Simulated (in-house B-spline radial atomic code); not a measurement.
**Ho⁺: ionisation energy by several methods**

Aim: the ionisation energy of Ho⁺ by several methods, each as the difference of two self-consistent energies (Ho⁺ and the next ion, [Xe] 4f11).

The numbers are computed with in-house B-spline radial atomic code version 1 (scalar-relativistic (X2C), several functionals, spin-polarised, exact exchange averaged over the configuration; spherical all-electron atom at the radial basis limit), except any that are marked as measured or tabulated.

**1. What is computed**

- element: holmium (Z = 67)
- charge: +1
- electrons: 66
- configuration: [Xe] 4f11 6s1
- nucleus: Fermi, rms radius 5.202 fm

The outer shells:

[Xe] 4f11 6s1
```
[Xe] core
4f [↑↓][↑↓][↑↓][↑↓][↑ ][↑ ][↑ ]
6s [↑ ]
```

Where spins are not typed, each open shell is filled with up spins first.

**2. TPSSh, a global hybrid**

The run's settings:

```ini
Z = 67
electrons = 66.0
configuration = [Xe] 4f11 6s1
hamiltonian = x2c
method = tpssh
spin_polarised = True
nucleus = fermi
rms_radius = 5.2022
mass_number = 165
atomic_mass = 164.930329116
speed_of_light = 137.035999084
exact_exchange = averaged over the configuration
```

Started as:

```bash
$ python run_scf.py task.json out
```

The settings of every run stand in task.json; they run in order.

The program writes no log. Results of the run, from its result record (rounded, main fields):

```text
{
  "status": "converged",
  "scf [iteration, energy, orbital gradient]": [
    [1, -12615.3742378, 0.114],
    [2, -12615.3797617, 0.00277],
    [3, -12615.3798722, 0.00239],
    [4, -12615.3799207, 0.0018],
    [5, -12615.3791934, 0.00498],
    [6, -12615.3800355, 0.000107],
    [7, -12615.3800359, 3.61e-05],
    [8, -12615.380036, 5.43e-06],
    [9, -12615.380036, 1.02e-06],
    [10, -12615.380036, 8.72e-08]
  ],
  "energy [hartree]": {"total": -12615.380036, "kinetic": 13886.3266938, "nuclear": -31157.7385359, "coulomb": 4929.85372734, "exact_exchange": -26.8538463393, "xc": -246.968074965},
  "orbitals [hartree, bohr; first row names the columns]": [
    ["name", "occ", "eps", "<r>", "<r^2>", "<1/r>", "r_max"],
    ["1s up", 1.0, -2037.2887, 0.019991, 0.00055522, 82.11, 0.012233],
    ["1s down", 1.0, -2037.2882, 0.019991, 0.00055522, 82.11, 0.012233],
    ["2s up", 1.0, -341.40524, 0.087351, 0.0090771, 19.022, 0.074427],
    ["2s down", 1.0, -341.40441, 0.08735, 0.009077, 19.022, 0.074427],
    ["2p up", 3.0, -303.05202, 0.077589, 0.0073669, 16.554, 0.060097],
    ["2p down", 3.0, -303.0513, 0.077588, 0.0073668, 16.554, 0.060097],
    ["3s up", 1.0, -76.735439, 0.22925, 0.060206, 6.8437, 0.21121],
    ["3s down", 1.0, -76.69393, 0.22917, 0.060159, 6.847, 0.21116],
    ["3p up", 3.0, -64.917935, 0.22819, 0.06046, 6.1691, 0.20742],
    ["3p down", 3.0, -64.873608, 0.22808, 0.060401, 6.1723, 0.20736],
    ["3d up", 5.0, -49.598083, 0.20792, 0.050768, 5.7833, 0.16964],
    ["3d down", 5.0, -49.558844, 0.20778, 0.050694, 5.7863, 0.16958],
    ["4s up", 1.0, -15.518507, 0.51911, 0.30436, 2.8235, 0.48438],
    ["4s down", 1.0, -15.412072, 0.51914, 0.30439, 2.8226, 0.48429],
    ["4p up", 3.0, -11.606811, 0.54967, 0.34391, 2.5342, 0.50545],
    ["4p down", 3.0, -11.498223, 0.54973, 0.34399, 2.5334, 0.5053],
    ["4d up", 5.0, -6.2320333, 0.59703, 0.41401, 2.2214, 0.52361],
    ["4d down", 5.0, -6.1155517, 0.59749, 0.41477, 2.2196, 0.5234],
    ["5s up", 1.0, -2.1652316, 1.2788, 1.8424, 1.0472, 1.1371],
    ["5s down", 1.0, -2.1124273, 1.2875, 1.8672, 1.0377, 1.143],
    ["5p up", 3.0, -1.2440616, 1.5127, 2.6079, 0.86372, 1.2964],
    ["5p down", 3.0, -1.2036713, 1.5219, 2.6368, 0.85605, 1.3049],
    ["4f up", 7.0, -0.42703858, 0.83412, 0.94862, 1.6135, 0.52345],
    ["4f down", 4.0, -0.33334281, 0.86325, 1.0404, 1.5854, 0.5245],
    ["6s up", 1.0, -0.34459367, 3.6846, 15.259, 0.33992, 3.2455]
  ],
  "sum_r [bohr^k]": {"-1": 478.4212, "1": 39.54141, "2": 53.37489},
  "radius_at_0.001 [bohr]": 4.413,
  "radius_enclosing_fraction [bohr]": {"0.5": 0.4151, "0.9": 1.369, "0.99": 3.333},
  "slater [hartree]": {
    "F0(4f up,4f up)": 1.1358,
    "F2(4f up,4f up)": 0.5253,
    "F4(4f up,4f up)": 0.32693,
    "F6(4f up,4f up)": 0.23449,
    "F0(4f up,4f down)": 1.121,
    "F2(4f up,4f down)": 0.51593,
    "F4(4f up,4f down)": 0.32066,
    "F6(4f up,4f down)": 0.22988,
    "F0(4f up,6s up)": 0.31771,
    "G3(4f up,6s up)": 0.011346,
    "F0(4f down,4f down)": 1.1064,
    "F2(4f down,4f down)": 0.50688,
    "F4(4f down,4f down)": 0.31463,
    "F6(4f down,4f down)": 0.22544,
    "F0(4f down,6s up)": 0.31709,
    "F0(6s up,6s up)": 0.24461
  },
  "ionisation_energy [hartree]": 0.427852489
}
```

It took 1.9 s on 1 thread, shared host.

The run also solves the next ion with the same method; the record keeps the difference, ionisation_energy. radius_at_0.001 is where the density falls to 0.001 electrons per bohr³. Meta-GGA runs start from a PBE run whose iterations are not counted.

Radial density 4πr²n(r) and radial functions P(r) = rR(r):

| r (bohr) | 4πr²n | 4f down | 6s up |
| --- | --- | --- | --- |
| 0.00230 | 23.99 | 0.0000 | 0.0332 |
| 0.00363 | 40.98 | 0.0000 | 0.0428 |
| 0.00572 | 63.53 | 0.0000 | 0.0516 |
| 0.00900 | 84.89 | 0.0000 | 0.0553 |
| 0.0142 | 91.84 | 0.0001 | 0.0455 |
| 0.0223 | 81.53 | 0.0008 | 0.0129 |
| 0.0352 | 85.74 | 0.0038 | -0.0418 |
| 0.0554 | 116.9 | 0.0167 | -0.0810 |
| 0.0872 | 104.5 | 0.0648 | -0.0339 |
| 0.137 | 95.32 | 0.2065 | 0.0894 |
| 0.216 | 95.92 | 0.5111 | 0.0772 |
| 0.341 | 47.68 | 0.9100 | -0.1339 |
| 0.537 | 55.52 | 1.0948 | -0.0801 |
| 0.845 | 22.99 | 0.8931 | 0.2413 |
| 1.33 | 10.77 | 0.5365 | 0.1475 |
| 2.10 | 2.908 | 0.2478 | -0.3548 |
| 3.30 | 0.5439 | 0.0882 | -0.5990 |
| 5.20 | 0.1236 | 0.0209 | -0.3458 |
| 8.19 | 0.004496 | 0.0022 | -0.0668 |
| 12.9 | 6.986e-06 | 0.0001 | -0.0026 |

Clear maxima of the radial density (full grid of the record): 0.014, 0.070, 0.17, 0.54 bohr.

X-ray form factor of the spherical density:

| sinθ/λ (1/Å) | f (electrons) |
| --- | --- |
| 0 | 66.000 |
| 0.1 | 62.662 |
| 0.2 | 56.089 |
| 0.3 | 49.171 |
| 0.4 | 43.014 |
| 0.6 | 33.647 |
| 0.8 | 26.945 |
| 1 | 22.163 |
| 1.4 | 16.751 |
| 1.8 | 13.712 |
| 2.5 | 9.380 |
| 4 | 5.097 |
| 6 | 3.344 |

**3. LC-ωPBE, a range-separated hybrid**

Settings: those of step 2 with these lines changed.

```diff
@@ -4,3 +4,3 @@
 hamiltonian = x2c
-method = tpssh
+method = lc_wpbe
 spin_polarised = True
```

Results of the run:

```text
{
  "status": "converged",
  "iterations": 14,
  "energy [hartree]": {"total": -12615.5060337, "kinetic": 13887.5431818, "nuclear": -31159.6176322, "coulomb": 4930.22317549, "exact_exchange": -13.957056688, "xc": -259.69770209},
  "orbitals [hartree, bohr; first row names the columns]": [
    ["name", "occ", "eps", "<r>"],
    ["1s up", 1.0, -2034.1471, 0.019995],
    ["1s down", 1.0, -2034.1467, 0.019995],
    ["2s up", 1.0, -340.58732, 0.087382],
    ["2s down", 1.0, -340.58633, 0.087382],
    ["2p up", 3.0, -302.43354, 0.077596],
    ["2p down", 3.0, -302.4328, 0.077595],
    ["3s up", 1.0, -76.447294, 0.22944],
    ["3s down", 1.0, -76.402441, 0.22936],
    ["3p up", 3.0, -64.729664, 0.22831],
    ["3p down", 3.0, -64.684994, 0.2282],
    ["3d up", 5.0, -49.536557, 0.2079],
    ["3d down", 5.0, -49.502427, 0.20778],
    ["4s up", 1.0, -15.499085, 0.51904],
    ["4s down", 1.0, -15.401825, 0.51908],
    ["4p up", 3.0, -11.62826, 0.54972],
    ["4p down", 3.0, -11.532026, 0.5498],
    ["4d up", 5.0, -6.3203793, 0.59731],
    ["4d down", 5.0, -6.2212805, 0.59759],
    ["5s up", 1.0, -2.324127, 1.2816],
    ["5s down", 1.0, -2.2747475, 1.292],
    ["5p up", 3.0, -1.3826118, 1.5153],
    ["5p down", 3.0, -1.3444049, 1.521],
    ["4f up", 7.0, -0.57560721, 0.83283],
    ["4f down", 4.0, -0.49022861, 0.85877],
    ["6s up", 1.0, -0.42828488, 3.6818]
  ],
  "sum_r [bohr^k]": {"-1": 478.4572, "1": 39.52749, "2": 53.31458},
  "ionisation_energy [hartree]": 0.425759017
}
```

Wall time 10 s (1 thread, shared host).

**4. CAM-B3LYP, a range-separated hybrid**

Settings: those of step 3 with these lines changed.

```diff
@@ -4,3 +4,3 @@
 hamiltonian = x2c
-method = lc_wpbe
+method = camb3lyp
 spin_polarised = True
```

Results of the run:

```text
{
  "status": "converged",
  "iterations": 13,
  "energy [hartree]": {"total": -12616.5415645, "kinetic": 13888.2272674, "nuclear": -31161.3499712, "coulomb": 4931.34671614, "exact_exchange": -56.3713864464, "xc": -218.394190416},
  "orbitals [hartree, bohr; first row names the columns]": [
    ["name", "occ", "eps", "<r>"],
    ["1s up", 1.0, -2038.0712, 0.019995],
    ["1s down", 1.0, -2038.0706, 0.019995],
    ["2s up", 1.0, -342.03828, 0.087369],
    ["2s down", 1.0, -342.03651, 0.087368],
    ["2p up", 3.0, -303.69904, 0.077594],
    ["2p down", 3.0, -303.6978, 0.077593],
    ["3s up", 1.0, -77.040144, 0.22937],
    ["3s down", 1.0, -76.988231, 0.22928],
    ["3p up", 3.0, -65.225163, 0.22825],
    ["3p down", 3.0, -65.171766, 0.22813],
    ["3d up", 5.0, -49.894021, 0.20788],
    ["3d down", 5.0, -49.847671, 0.20772],
    ["4s up", 1.0, -15.694346, 0.51907],
    ["4s down", 1.0, -15.576624, 0.5191],
    ["4p up", 3.0, -11.774132, 0.54969],
    ["4p down", 3.0, -11.654081, 0.54979],
    ["4d up", 5.0, -6.3862907, 0.59729],
    ["4d down", 5.0, -6.2543815, 0.59778],
    ["5s up", 1.0, -2.2763131, 1.2804],
    ["5s down", 1.0, -2.2240118, 1.2907],
    ["5p up", 3.0, -1.3281813, 1.5179],
    ["5p down", 3.0, -1.2891475, 1.5288],
    ["4f up", 7.0, -0.54118151, 0.8281],
    ["4f down", 4.0, -0.44706045, 0.85911],
    ["6s up", 1.0, -0.39924167, 3.6589]
  ],
  "sum_r [bohr^k]": {"-1": 478.4781, "1": 39.50131, "2": 53.14169},
  "ionisation_energy [hartree]": 0.43990737
}
```

Wall time 9.4 s (1 thread, shared host).

**5. ωB97X, a range-separated hybrid**

Settings: those of step 4 with these lines changed.

```diff
@@ -4,3 +4,3 @@
 hamiltonian = x2c
-method = camb3lyp
+method = wb97x
 spin_polarised = True
```

Results of the run:

```text
{
  "status": "converged",
  "iterations": 14,
  "energy [hartree]": {"total": -12616.4188711, "kinetic": 13888.4420639, "nuclear": -31161.949078, "coulomb": 4931.6723476, "exact_exchange": -51.2809983172, "xc": -223.30320627},
  "orbitals [hartree, bohr; first row names the columns]": [
    ["name", "occ", "eps", "<r>"],
    ["1s up", 1.0, -2037.3536, 0.019994],
    ["1s down", 1.0, -2037.353, 0.019994],
    ["2s up", 1.0, -341.82792, 0.087369],
    ["2s down", 1.0, -341.82611, 0.087369],
    ["2p up", 3.0, -303.48925, 0.0776],
    ["2p down", 3.0, -303.48797, 0.077599],
    ["3s up", 1.0, -76.975865, 0.22937],
    ["3s down", 1.0, -76.925283, 0.22927],
    ["3p up", 3.0, -65.169496, 0.22826],
    ["3p down", 3.0, -65.117479, 0.22813],
    ["3d up", 5.0, -49.865903, 0.20788],
    ["3d down", 5.0, -49.821846, 0.20771],
    ["4s up", 1.0, -15.693148, 0.51909],
    ["4s down", 1.0, -15.581633, 0.5191],
    ["4p up", 3.0, -11.779885, 0.54975],
    ["4p down", 3.0, -11.666207, 0.54976],
    ["4d up", 5.0, -6.4062219, 0.59727],
    ["4d down", 5.0, -6.2805349, 0.59757],
    ["5s up", 1.0, -2.3108483, 1.2805],
    ["5s down", 1.0, -2.2583026, 1.2935],
    ["5p up", 3.0, -1.3621762, 1.5168],
    ["5p down", 3.0, -1.3261126, 1.5304],
    ["4f up", 7.0, -0.57649367, 0.82666],
    ["4f down", 4.0, -0.48267368, 0.856],
    ["6s up", 1.0, -0.41631446, 3.6886]
  ],
  "sum_r [bohr^k]": {"-1": 478.4919, "1": 39.51148, "2": 53.33732},
  "ionisation_energy [hartree]": 0.417491391
}
```

Run time: 9.6 s. Hardware: 1 thread, shared host.

**6. BHandHLYP, a global hybrid**

Settings: those of step 5 with these lines changed.

```diff
@@ -4,3 +4,3 @@
 hamiltonian = x2c
-method = wb97x
+method = bhandhlyp
 spin_polarised = True
```

Results of the run:

```text
{
  "status": "converged",
  "iterations": 12,
  "energy [hartree]": {"total": -12615.5972407, "kinetic": 13886.4849492, "nuclear": -31161.5521656, "coulomb": 4933.18078351, "exact_exchange": -134.341029111, "xc": -139.369778643},
  "orbitals [hartree, bohr; first row names the columns]": [
    ["name", "occ", "eps", "<r>"],
    ["1s up", 1.0, -2044.24, 0.019993],
    ["1s down", 1.0, -2044.2391, 0.019993],
    ["2s up", 1.0, -344.44117, 0.087342],
    ["2s down", 1.0, -344.43883, 0.087341],
    ["2p up", 3.0, -305.72637, 0.077604],
    ["2p down", 3.0, -305.72486, 0.077603],
    ["3s up", 1.0, -78.132183, 0.22914],
    ["3s down", 1.0, -78.068961, 0.22903],
    ["3p up", 3.0, -66.131788, 0.22809],
    ["3p down", 3.0, -66.064069, 0.22794],
    ["3d up", 5.0, -50.565374, 0.20786],
    ["3d down", 5.0, -50.499486, 0.20762],
    ["4s up", 1.0, -16.160318, 0.51924],
    ["4s down", 1.0, -16.00938, 0.51921],
    ["4p up", 3.0, -12.153665, 0.54979],
    ["4p down", 3.0, -11.99402, 0.5498],
    ["4d up", 5.0, -6.6252824, 0.59779],
    ["4d down", 5.0, -6.4334211, 0.59833],
    ["5s up", 1.0, -2.3281439, 1.2849],
    ["5s down", 1.0, -2.2677331, 1.2972],
    ["5p up", 3.0, -1.3359567, 1.5205],
    ["5p down", 3.0, -1.2929682, 1.5342],
    ["4f up", 7.0, -0.59271411, 0.81597],
    ["4f down", 4.0, -0.47797419, 0.8491],
    ["6s up", 1.0, -0.37835228, 3.7146]
  ],
  "sum_r [bohr^k]": {"-1": 478.4759, "1": 39.47058, "2": 53.25808},
  "ionisation_energy [hartree]": 0.430478289
}
```

Wall time 1.5 s (1 thread, shared host).

**7. B3LYP, a global hybrid**

Settings: those of step 6 with these lines changed.

```diff
@@ -4,3 +4,3 @@
 hamiltonian = x2c
-method = bhandhlyp
+method = b3lyp
 spin_polarised = True
```

Results of the run:

```text
{
  "status": "converged",
  "iterations": 13,
  "energy [hartree]": {"total": -12616.0381802, "kinetic": 13886.9203976, "nuclear": -31159.8591851, "coulomb": 4931.30056741, "exact_exchange": -53.713322333, "xc": -220.686637779},
  "orbitals [hartree, bohr; first row names the columns]": [
    ["name", "occ", "eps", "<r>"],
    ["1s up", 1.0, -2038.0146, 0.019996],
    ["1s down", 1.0, -2038.014, 0.019996],
    ["2s up", 1.0, -342.01242, 0.087373],
    ["2s down", 1.0, -342.01057, 0.087372],
    ["2p up", 3.0, -303.67637, 0.077596],
    ["2p down", 3.0, -303.67507, 0.077595],
    ["3s up", 1.0, -76.992563, 0.22938],
    ["3s down", 1.0, -76.940458, 0.22929],
    ["3p up", 3.0, -65.175776, 0.22825],
    ["3p down", 3.0, -65.122091, 0.22813],
    ["3d up", 5.0, -49.839149, 0.20788],
    ["3d down", 5.0, -49.792319, 0.20772],
    ["4s up", 1.0, -15.630869, 0.51907],
    ["4s down", 1.0, -15.512826, 0.5191],
    ["4p up", 3.0, -11.708846, 0.54967],
    ["4p down", 3.0, -11.588269, 0.54976],
    ["4d up", 5.0, -6.31718, 0.59713],
    ["4d down", 5.0, -6.1850544, 0.59766],
    ["5s up", 1.0, -2.1975257, 1.2787],
    ["5s down", 1.0, -2.1452994, 1.2881],
    ["5p up", 3.0, -1.2607456, 1.5169],
    ["5p down", 3.0, -1.222122, 1.5286],
    ["4f up", 7.0, -0.47141158, 0.82948],
    ["4f down", 4.0, -0.37757975, 0.85953],
    ["6s up", 1.0, -0.36089315, 3.6558]
  ],
  "sum_r [bohr^k]": {"-1": 478.4529, "1": 39.50017, "2": 53.10908},
  "ionisation_energy [hartree]": 0.443019002
}
```

It took 1.5 s on 1 thread, shared host.

**8. The ladder**

| method | rung | total energy (hartree) | ΔSCF (eV) | −ε highest (eV) | ΔSCF less tabulated (eV) |
| --- | --- | --- | --- | --- | --- |
| TPSSh | global hybrid | -12615.3800 | 11.642 | 9.071 (4f down) | -0.139 |
| BHandHLYP | global hybrid | -12615.5972 | 11.714 | 10.295 (6s up) | -0.067 |
| B3LYP | global hybrid | -12616.0382 | 12.055 | 9.820 (6s up) | +0.274 |
| LC-ωPBE | range-separated hybrid | -12615.5060 | 11.585 | 11.654 (6s up) | -0.196 |
| CAM-B3LYP | range-separated hybrid | -12616.5416 | 11.970 | 10.864 (6s up) | +0.189 |
| ωB97X | range-separated hybrid | -12616.4189 | 11.361 | 11.328 (6s up) | -0.420 |

Tables give 11.781 ± 0.02 eV (semi-empirical; NIST Atomic Spectra Database) for the ionisation energy. BHandHLYP misses by -0.067 eV, the least, and ωB97X by -0.420 eV (3.6 %), the most. Relativistic terms that these runs lack can be as large as the gaps between close methods, so the nearest may be so by luck. Spin-orbit coupling is left out. Open shells are averaged (over orientations, and over spins where the run is restricted), while tables refer to the lowest levels. ΔSCF removes a 6s electron, which is not the highest level in every run, so the two columns can refer to different electrons.

What each method cost (CPU seconds, one thread, shared host; runs marked * also made radial tables):

| method | CPU time | miss (eV) |
| --- | --- | --- |
| B3LYP | 1.5 s | +0.274 |
| BHandHLYP | 1.5 s | -0.067 |
| TPSSh* | 1.9 s | -0.139 |
| CAM-B3LYP* | 9.4 s | +0.189 |
| ωB97X | 9.6 s | -0.420 |
| LC-ωPBE* | 10 s | -0.196 |
